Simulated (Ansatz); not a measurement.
# HNO (SMILES N=O) at CCSD/STO-3G

Aim: the electronic atomisation energy of HNO at CCSD/STO-3G, from 4 runs. 

The calculation is run with Ansatz 0.2.0.

50 further runs of the same task are left out: 1 that didn't finish, 49 set aside as unsound or not needed.

## Step 1: Starting point

HNO has 3 atoms, charge 0, and is taken as a singlet. As SMILES, `N=O`. Geometry: relaxed at PBE0-D4/def2-TZVP.

Bond lengths: N1–O2 1.190 Å, N1–H3 1.063 Å. Angles: O2–N1–H3 108.9°.

## Step 2: The energy at CCSD/STO-3G

File input.yaml:

```yaml
crystal:
  periodic: [false, false, false]
  atoms:
    - symbol: "N"
      position_ang: [-0.283700, 0.312790, -0.117160]
    - symbol: O
      position_ang: [0.755300, 0.397200, 0.456500]
    - symbol: H
      position_ang: [-0.471600, -0.709980, -0.339350]
basis:
  gaussian: {orbitals: STO-3G}
correlation: {method: ccsd, frozen_orbitals: {H: 0, "N": 1, O: 1}}
accuracy: high
scf: {omitted_lower_state_checks: [cluster_reference, increment]}
```

Command:

```console
$ ansatz run input.yaml --threads 1 --pin off --max-ram 3480MiB --events-out events.jsonl --progress --plain --runs-dir runs
```

The log of the run:

```text
Warning: RAYON_NUM_THREADS=1 ignored (pool sized by the plan → 1); use --threads N
Functional definition: HF
  name "HF"
  exchange = exact_x
  correlation = 0
these checks for a lower state are left out or cut short: cluster_reference, increment
168 factors; integrals over basis functions are off by at most 3.7e-8 eV
mean field evaluation 1: about -3483.5222 eV, gradient 1.8e1 eV
mean field evaluation 2: about -3483.6020 eV, gradient 1.8e1 eV
mean field evaluation 4: about -3484.6352 eV, gradient 1.3e0 eV
mean field evaluation 8: about -3484.6463 eV, gradient 2.2e-2 eV
mean field -3484.64633024 eV, -128.0583906581 hartree, gradient 9.5e-9 eV, S^2 0.000000; 0 other end points of the search recorded, 0 dependent functions left out; unrestricted orbitals would lower it
2 core orbitals not correlated: weight in the atoms' cores, before any rotation towards them, 1.000 or more for the frozen orbitals, at most 0.000 for the correlated occupied ones
reference -3484.64633024 eV, -128.0583906581 hartree; 6, 6 occupied and 3, 3 virtual orbitals, 168 factors
second order -3.18936449 eV of doubles, -0.00000000 eV of singles
cycle   1  -3.55832000 eV  change   -3.7e-1 eV  update   6.2e-2
cycle   2  -3.76486229 eV  change   -2.1e-1 eV  update   2.6e-2
cycle   3  -3.81362346 eV  change   -4.9e-2 eV  update   9.6e-3
cycle   4  -3.82090218 eV  change   -7.3e-3 eV  update   3.4e-3
cycle   5  -3.82035363 eV  change    5.5e-4 eV  update   1.7e-3
cycle   6  -3.82059392 eV  change   -2.4e-4 eV  update   1.1e-3
cycle   7  -3.82106881 eV  change   -4.7e-4 eV  update   3.6e-4
cycle   8  -3.82100895 eV  change    6.0e-5 eV  update   7.7e-5
cycle   9  -3.82097267 eV  change    3.6e-5 eV  update   2.6e-5
cycle  10  -3.82097385 eV  change   -1.2e-6 eV  update   8.1e-6
cycle  11  -3.82097500 eV  change   -1.2e-6 eV  update   3.0e-6
cycle  12  -3.82097456 eV  change    4.4e-7 eV  update   9.0e-7
cycle  13  -3.82097370 eV  change    8.7e-7 eV  update   3.0e-7
cycle  14  -3.82097368 eV  change    1.2e-8 eV  update   1.1e-7
cycle  15  -3.82097374 eV  change   -5.2e-8 eV  update   3.7e-8
cycle  16  -3.82097377 eV  change   -3.7e-8 eV  update   1.5e-8
cycle  17  -3.82097260 eV  change    1.2e-6 eV  update   1.6e-7
cycle  18  -3.82097231 eV  change    2.9e-7 eV  update   6.7e-8
cycle  19  -3.82097222 eV  change    8.9e-8 eV  update   2.1e-8
cycle  20  -3.82097222 eV  change    5.4e-9 eV  update   8.7e-9
cycle  21  -3.82097222 eV  change   -4.3e-9 eV  update   4.1e-9
cycle  22  -3.82097223 eV  change   -3.4e-9 eV  update   1.6e-9
cycle  23  -3.82097223 eV  change  -4.5e-10 eV  update  4.0e-10
Total energy: -3488.46730246 eV, -128.1988087974 hartree
Checks for a lower state left out: cluster_reference, increment
```

Run time: 0.16 s. Hardware: 1 thread of AMD EPYC 7R43 (Zen 3), shared host.

## Step 3: The H atom: the energy at UHF/STO-3G

File in.yaml:

```yaml
crystal:
  periodic: [false, false, false]
  atoms:
    - {symbol: H, position_ang: [0.000000, 0.000000, 0.000000]}
basis:
  gaussian: {orbitals: STO-3G}
accuracy: high
magnetization: {spin_polarized: true, initial_magnetization: 1}
hamiltonian: {xc: hf}
```

Run the same way, it converges to -0.46658 Eh (log not shown).

## Step 4: The N atom at the same level

File input.yaml:

```yaml
basis:
  gaussian:
    orbitals: STO-3G
crystal:
  periodic: [false, false, false]
  atoms:
    - symbol: N
      position_ang: [0.000000, 0.000000, 0.000000]
magnetization:
  spin_polarized: true
  initial_magnetization: 3
correlation:
  method: ccsd
  frozen_orbitals: {"N": 1}
scf:
  omitted_lower_state_checks: [cluster_reference, increment]
accuracy: high
```

Run the same way, it converges to -53.71901 Eh (log not shown).

## Step 5: The O atom

File molecule.yaml:

```yaml
crystal:
  periodic: [false, false, false]
  atoms:
    - {symbol: O, position_ang: [0.000000, 0.000000, 0.000000]}
basis:
  gaussian:
    orbitals: STO-3G
correlation:
  method: ccsd
  frozen_orbitals: {O: 1}
magnetization:
  spin_polarized: true
  initial_magnetization: 2
accuracy: high
scf:
  omitted_lower_state_checks: [cluster_reference, increment]
```

Command:

```console
$ ansatz run molecule.yaml --threads 1 --pin off --max-ram 3480MiB --events-out events.jsonl --progress --plain --runs-dir runs
```

The log of the run:

```text
Warning: RAYON_NUM_THREADS=1 ignored (pool sized by the plan → 1); use --threads N
[... 4 set-up lines as earlier in the session ...]
these checks for a lower state are left out or cut short: cluster_reference, increment
15 factors; integrals over basis functions are off by at most 1.1e-9 eV
mean field evaluation 1: about -2008.3132 eV, gradient 1.7e-14 eV
mean field evaluation 2: about -2008.3132 eV, gradient 0.0e0 eV
mean field -2008.31323932 eV, -73.8041502613 hartree, gradient 0.0e0 eV, S^2 2.000000; 2 other end points of the search recorded, 0 dependent functions left out
1 core orbitals not correlated: weight in the atoms' cores, before any rotation towards them, 1.000 or more for the frozen orbitals, at most 0.000 for the correlated occupied ones
reference -2008.31323932 eV, -73.8041502613 hartree; 4, 2 occupied and 0, 2 virtual orbitals, 15 factors
second order 0.00000000 eV of doubles, 0.00000000 eV of singles
cycle   1  0.00000000 eV  change     0.0e0 eV  update    0.0e0
cycle   2  0.00000000 eV  change     0.0e0 eV  update    0.0e0
Total energy: -2008.31323932 eV, -73.8041502613 hartree
Checks for a lower state left out: cluster_reference, increment
```

Run time: 0.08 s. Hardware: 1 thread of AMD EPYC 7R43 (Zen 3), shared host.

## Step 6: Outcome

Level: CCSD/STO-3G, 2 core orbitals frozen.

```
                                             quantity          value
                               molecule: total energy  -128.19881 Eh
molecule: correlation energy (2 core orbitals frozen)     -140.4 mEh
                              molecule: T1 diagnostic          0.010
                                 H atom: total energy    -0.46658 Eh
                                         H atom: ⟨S²⟩          0.750
                                 N atom: total energy   -53.71901 Eh
   N atom: correlation energy (1 core orbital frozen)        0.0 mEh
            N atom: ⟨S²⟩ of the reference determinant          3.750
                                N atom: T1 diagnostic          0.000
                                 O atom: total energy   -73.80415 Eh
   O atom: correlation energy (1 core orbital frozen)        0.0 mEh
            O atom: ⟨S²⟩ of the reference determinant          2.000
                                O atom: T1 diagnostic          0.000
                        electronic atomisation energy       5.689 eV
```

What this shows: Taking the molecule apart into free atoms costs 5.69 eV (549 kJ/mol), before zero-point energy and without spin-orbit coupling. In a minimal basis such a difference can be off by several eV, whatever the method. The restricted solution (molecule) is unstable to spin breaking: an unrestricted one lies lower.
